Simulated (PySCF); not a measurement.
# H2OSm (Sm(H2O)3+): the cost of one run

The runs use PySCF 2.14.0; PBE0, Sm lcecp-1-SVP with ECP51, O def2-SVP, H def2-SVP; scalar-relativistic core potentials, no spin–orbit coupling.

1 further run of the same task is left out (for a known fault of the program).

**1. Starting geometry**

4 atoms, charge 3, spin multiplicity 1.

Bond lengths: Sm1–O2 2.498 Å, O2–H3 0.970 Å, O2–H4 0.970 Å. Angles: Sm1–O2–H3 127.5°, Sm1–O2–H4 127.5°, H3–O2–H4 105.1°.

As a file:

```xyz
4
charge 3, multiplicity 1
Sm    0.0000    0.0000    0.0000
O     0.0000    0.0000    2.4975
H     0.7700    0.0000    3.0875
H    -0.7700    0.0000    3.0875
```

Formal oxidation states: Sm +3. Each metal's 5 4f electrons lie in its core potential, so multiplicities, spins and levels count the valence alone.

**2. SCF at the start, singlet**

run.py (the lines that set the calculation)

```python
mol = gto.M(atom='''
Sm     0.00000     0.00000     0.00000
O      0.00000     0.00000     2.49750
H      0.77000     0.00000     3.08750
H     -0.77000     0.00000     3.08750''',
    basis={'Sm': 'lcecp-1-SVP', 'O': 'def2-SVP', 'H': 'def2-SVP'},
    ecp={'Sm': 'lcecp-1-SVP'},
    charge=3, spin=0)
mf = dft.RKS(mol, xc='PBE0')
mf.grids.atom_grid = (50, 194)  # f atoms: unpruned, at least (60, 302)
mf = mf.density_fit()  # fitting sets: Sm AutoAux, O def2-universal-JKFIT, H def2-universal-JKFIT
mf.conv_tol = 1e-08; mf.max_cycle = 55
mf.kernel(dm0)  # dm0: free metal ions and neutral atoms
```

Command:

```bash
> OMP_NUM_THREADS=2 python run.py
```

What time and memory should one allow on 2 threads of Intel Xeon Platinum 8259CL at 2.50GHz (Skylake/Cascade Lake), shared host?

About 3.1 s, with a peak of 0.33 GiB.
